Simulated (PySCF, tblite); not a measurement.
# C10H14: geometry, infrared bands and NMR shifts

Wanted: the infrared bands and NMR shifts of C10H14 (`C=C1C[C@]1(C#CC)CCC`), by calculation.

The runs use tblite 0.8.0 and PySCF 2.14.0, with density-fitted response routines of our own; the level of theory stands in each step. All values are computed, except where a source is named. Atoms are numbered from 0 throughout.

### 1 The starting structure

24 atoms, charge 0, multiplicity 1; geometry from: force field or distance geometry start.

Bonds of the start (Å): C0–C1 1.32, C1–C2 1.41, C2–C3 1.61, C3–C4 1.43, C4–C5 1.20, C5–C6 1.47, C3–C7 1.51, C7–C8 1.54, C8–C9 1.53, C3–C1 1.42, C0–H10 1.09, C0–H11 1.08, C2–H12 1.07, C2–H13 1.08, C6–H14 1.09, C6–H15 1.10, C6–H16 1.09, C7–H17 1.09, C7–H18 1.10, C8–H19 1.09, C8–H20 1.09, C9–H21 1.09, C9–H22 1.08, C9–H23 1.09.

### 2 Relaxing the molecule with GFN2-xTB

The job: settings as JSON, then the geometry in Å.

```
{"job": {"kind": "relax", "xc": "GFN2-xTB", "basis": "xTB"}, "charge": 0, "multiplicity": 1}
C      0.268400    -2.636100     1.350400
C      0.414600    -1.325900     1.424400
C      0.801400    -0.262600     2.266400
C      0.334800    -0.080700     0.738500
C      1.361100     0.407800    -0.134800
C      2.209100     0.822300    -0.883800
C      3.252700     1.326200    -1.785100
C     -1.046100     0.487900     0.504300
C     -1.671600    -0.044000    -0.795700
C     -3.074100     0.527000    -1.008300
H     -0.074600    -3.096400     0.426100
H      0.458300    -3.278700     2.202500
H      1.838100    -0.167300     2.512200
H      0.106300     0.027300     3.041300
H      2.818400     1.636400    -2.738100
H      3.757200     2.190300    -1.334400
H      4.004100     0.554900    -1.973000
H     -0.991000     1.573400     0.465400
H     -1.720400     0.247100     1.345100
H     -1.041900     0.223300    -1.648700
H     -1.738100    -1.128600    -0.765600
H     -3.739900     0.252600    -0.190700
H     -3.490500     0.150200    -1.931200
H     -3.048100     1.613400    -1.079500
```

Run with:

```sh
OMP_NUM_THREADS=1 python probes_run.py task.json out
```

This one command runs all jobs of the session in turn.

**Question.** This job is followed by: GFN2-xTB harmonic vibrations, gas phase; GIAO PBE0/pcSseg-1 NMR shielding, non-relativistic, gas phase. What will the session give for the following? strongest single infrared mode (GFN2-xTB); zero-point energy (GFN2-xTB); 13C shifts against TMS (PBE0/pcSseg-1); 1H shifts against TMS (PBE0/pcSseg-1, means over atoms taken as alike).

**Answer**, as computed:

```
                                                              quantity                                                            value
                             strongest single infrared mode (GFN2-xTB)                                             3027 cm⁻¹, 57 km/mol
                                          zero-point energy (GFN2-xTB)                                                   128.2 kcal/mol
                                13C shifts against TMS (PBE0/pcSseg-1)  148.6, 109.2, 89.3, 79.4, 45.7, 26.4, 21.9, 19.2, 16.7, 4.8 ppm
1H shifts against TMS (PBE0/pcSseg-1, means over atoms taken as alike)   5.91, 5.73, 2.00, 1.99, 1.96, 1.42, 1.38, 1.12, 1.00, 0.69 ppm
```

What this shows: The optimisation took 64 steps and gained 0.257 eV; among the close pairs (by a distance rule), C2–C3 changed most, from 1.608 to 1.531 Å. The lowest mode is slightly imaginary (18i cm⁻¹), a soft motion within the noise of the Hessian, so the minimum is not strictly shown. Unscaled tight-binding wavenumbers are off by several per cent, some by more. Its intensities can rank the bands wrongly. The most deshielded carbon is C1 (fully substituted alkene carbon), at 148.6 ppm: an sp2 carbon of a C=C bond. At PBE0/pcSseg-1: The largest span, 269 ppm, is at C4, where the paramagnetic term is -156 ppm.
